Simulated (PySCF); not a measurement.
# Li⁻: basis, grid and Hamiltonian

Which parts of the numerical set-up matter for Li⁻? Each run edits the base script.

Program: PySCF 2.14.0. Level of theory: method and basis as typed in the scripts. These are calculated values, not measurements.

### 1 The atom

Li⁻: 1 atom, charge -1, spin multiplicity 1.

### 2 The base run

File input.py:

```python
from pyscf import gto, scf, tdscf

mol = gto.M(
    atom='Li 0 0 0',
    basis='cc-pcvtz',
    charge=-1,
    spin=0,
    verbose=3,
)
mf = scf.UHF(mol)
mf = mf.density_fit(auxbasis='def2-universal-jkfit')
mf.kernel()
td = tdscf.TDHF(mf)
td.nstates = 4
td.kernel()
td.analyze()
mf.dip_moment()
print('orbital energies (hartree):', [e[max(0, n-3):n+3].round(4) for e, n in zip(mf.mo_energy, mol.nelec)])
```

On the command line:

```sh
OMP_NUM_THREADS=1 python input.py
```

The log of this run is left out.

In short: E(SCF) = -7.419642 Eh, excitations 1.31, 1.31, 1.31, 2.56 eV.

### 3 Cartesian functions on

Variant 1 changes Cartesian functions: off → on.

File input.py:

```python
from pyscf import gto, scf, tdscf

mol = gto.M(
    atom='Li 0 0 0',
    basis='cc-pcvtz',
    charge=-1,
    spin=0,
    cart=True,
    verbose=3,
)
mf = scf.UHF(mol)
mf = mf.density_fit(auxbasis='def2-universal-jkfit')
mf.kernel()
td = tdscf.TDHF(mf)
td.nstates = 4
td.kernel()
td.analyze()
mf.dip_moment()
print('orbital energies (hartree):', [e[max(0, n-3):n+3].round(4) for e, n in zip(mf.mo_energy, mol.nelec)])
```

On the command line:

```sh
OMP_NUM_THREADS=1 python input.py
```

### 4 6-31g(3d)

Variant 2 changes basis set: cc-pcvtz → 6-31g(3d).

input.py, as its differences from that of step 2:

```diff
@@ -4,3 +4,3 @@
     atom='Li 0 0 0',
-    basis='cc-pcvtz',
+    basis='6-31g(3d)',
     charge=-1,
```

### 5 Jorge-dzp-dkh (X2C on)

Variant 3 changes basis set: cc-pcvtz → jorge-dzp-dkh; spin-free X2C: off → on.

input.py, as its differences from that of step 2:

```diff
@@ -4,3 +4,3 @@
     atom='Li 0 0 0',
-    basis='cc-pcvtz',
+    basis='jorge-dzp-dkh',
     charge=-1,
@@ -10,2 +10,3 @@
 mf = scf.UHF(mol)
+mf = mf.sfx2c1e()
 mf = mf.density_fit(auxbasis='def2-universal-jkfit')
```

### 6 Def2-svp

Variant 4 changes basis set: cc-pcvtz → def2-svp.

input.py, as its differences from that of step 2:

```diff
@@ -4,3 +4,3 @@
     atom='Li 0 0 0',
-    basis='cc-pcvtz',
+    basis='def2-svp',
     charge=-1,
```

Q: Predict the outcome of this session. Wanted: for each run, E(SCF); from base; gap; after the SCF.

The runs gave:

| run | E(SCF) (hartree) | from base (eV) | gap (eV) | functions | after the SCF |
| --- | --- | --- | --- | --- | --- |
| base | -7.419642 | 0 | 3.99 | 43 | lowest root found 1.31 eV |
| Cartesian functions on | -7.422039 | -0.0652 | 3.95 | n/a | lowest root found 1.39 eV |
| 6-31g(3d) (poor choice) | -7.405390 | not comparable | 5.02 | 24 | lowest root found 1.99 eV |
| jorge-dzp-dkh (X2C on) | -7.418392 | not comparable | 4.12 | 15 | lowest root found 1.40 eV |
| def2-svp | -7.417086 | +0.0696 | 6.46 | 9 | lowest root found 1.26 eV |

The highest filled level of this anion is positive: the basis lacks diffuse functions or the electron is not bound, so these numbers hang on the basis. Of the runs whose energies can be compared, “def2-svp” moves the SCF energy most (+0.070 eV). def2-svp (9 functions) gives an energy 0.07 eV higher than cc-pcvtz (43). Rows marked «poor choice» come from settings spoiled on purpose.
